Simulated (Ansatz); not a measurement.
# C2H6Br2GaN: vertical ionisation energy

How much energy removes an electron from C2H6Br2GaN at fixed geometry? The cation is run at each level and the neutral's energy taken from earlier runs.

Computed with Ansatz 0.2.0, Gaussian basis. Level: unrestricted cation, the program's frozen cores in correlated methods.

The runs, in order: UKS PBE-D4/def2-TZVPP; UKS r2SCAN-D4/def2-TZVPP; UKS PBE0-D4/def2-TZVPP; UKS B3LYP-D4/def2-TZVPP; UKS wB97X-V/def2-TZVPP; UKS wB97M-V/def2-TZVPP; UKS B2PLYP/def2-TZVPP; UHF-CCSD(T)/def2-TZVPP; UHF-MP2/def2-QZVPP; extrapolation to the limit; then −ε(HOMO) from the neutral's earlier runs with LDA (SPW92), PBE-D4, revPBE-D4, BLYP-D4, r2SCAN-D4, B97M-V, PBE0-D4, B3LYP-D4, r2SCANh-D4, r2SCAN0-D4, HSE06-D4, BHLYP-D4, CAM-B3LYP-D4, LC-ωPBE, ωB97X-V, ωB97M-V.

## 1. Structure used throughout

The geometry comes from an earlier relaxation with PBE0-D4 in a triple-zeta def2 set; it is a stationary point, not always the lowest conformer.

SMILES `C[N](C)[Ga]([Br])[Br]`, 12 atoms, charge 0, spin multiplicity 1.

Atoms are counted from 1 here; the program's logs count them from 0.

Bond lengths: C1–N2 1.442 Å, C1–H7 1.098 Å, C1–H8 1.098 Å, C1–H9 1.091 Å, N2–C3 1.442 Å, N2–Ga4 1.800 Å, C3–H10 1.091 Å, C3–H11 1.098 Å, C3–H12 1.098 Å, Ga4–Br5 2.274 Å, Ga4–Br6 2.274 Å. Angles: N2–C1–H7 111.1°, N2–C1–H8 111.1°, N2–C1–H9 110.9°, H7–C1–H8 107.6°, H7–C1–H9 108.0°, H8–C1–H9 108.0°, C1–N2–C3 114.1°, C1–N2–Ga4 123.0°, C3–N2–Ga4 123.0°, N2–C3–H10 110.9°, N2–C3–H11 111.1°, N2–C3–H12 111.1°, H10–C3–H11 108.0°, H10–C3–H12 108.0°, H11–C3–H12 107.6°, N2–Ga4–Br5 120.3°, N2–Ga4–Br6 120.3°, Br5–Ga4–Br6 119.4°.

## 2. Cation, UKS PBE-D4/def2-TZVPP

Input file in.yaml:

```yaml
crystal:
  periodic: [false, false, false]
  atoms:
    - {symbol: C, position_ang: [-0.552017, -0.732962, 1.118946]}
    - {symbol: N, position_ang: [0.004127, -0.007723, 0.003722]}
    - {symbol: C, position_ang: [1.255133, -0.538691, -0.477986]}
    - {symbol: Ga, position_ang: [-0.792773, 1.433651, -0.722758]}
    - {symbol: Br, position_ang: [0.166412, 2.509442, -2.481246]}
    - {symbol: Br, position_ang: [-2.766846, 2.193865, 0.110740]}
    - {symbol: H, position_ang: [0.134742, -0.728918, 1.976262]}
    - {symbol: H, position_ang: [-0.744293, -1.781340, 0.853419]}
    - {symbol: H, position_ang: [-1.495393, -0.289191, 1.441455]}
    - {symbol: H, position_ang: [1.629155, 0.046709, -1.319608]}
    - {symbol: H, position_ang: [1.141336, -1.578633, -0.812872]}
    - {symbol: H, position_ang: [2.020426, -0.526209, 0.309927]}
basis:
  gaussian: {orbitals: def2-TZVPP}
total_charge: 1
magnetization: {spin_polarized: true, initial_magnetization: 1}
hamiltonian: {xc: pbe, dispersion: d4}
```

The run is started by

```sh
> ansatz run in.yaml --threads 2 --pin off --events-out ev --progress --plain --max-ram 22528MiB --backend cuda --devices 0, --max-vram 18GiB
```

After this run come: Cation, UKS r2SCAN-D4/def2-TZVPP; Cation, UKS PBE0-D4/def2-TZVPP; Cation, UKS B3LYP-D4/def2-TZVPP; Cation, UKS wB97X-V/def2-TZVPP; Cation, UKS wB97M-V/def2-TZVPP; Cation, UKS B2PLYP (frozen core)/def2-TZVPP; Cation, UHF-CCSD(T)/def2-TZVPP; Cation, UHF-MP2/def2-QZVPP.

Before running them: what should the planned runs give, taken together? Wanted: ionisation energy, CCSD(T)/CBS; nearest functional by difference; nearest −ε(HOMO); −ε(HOMO) of PBE; T1 of the cation.

As calculated:

| quantity | value |
| --- | --- |
| ionisation energy, CCSD(T)/CBS | 8.89 eV |
| nearest functional by difference | ωB97M-V (-0.19 eV) |
| nearest −ε(HOMO) | ωB97M-V (+0.22 eV) |
| −ε(HOMO) of PBE | 5.60 eV |
| T1 of the cation | 0.014 |

**Reading.** Energy differences with functionals land within 0.48 eV of the reference. −ε(HOMO) of PBE misses by 3.3 eV, since self-interaction lifts the level. Among orbital estimates ωB97M-V comes nearest. Hartree-Fock falls 1.43 eV short, as the neutral has more correlation energy than the cation. The cation may have settled in a state other than its lowest; no search over hole states beyond the program's own was made. Correlated methods include outer-core shells of Br, Ga, which these sets cover unevenly. With outer-core shells in play the reference is unsure by up to some tenths of an eV, so close misses can't be ranked.
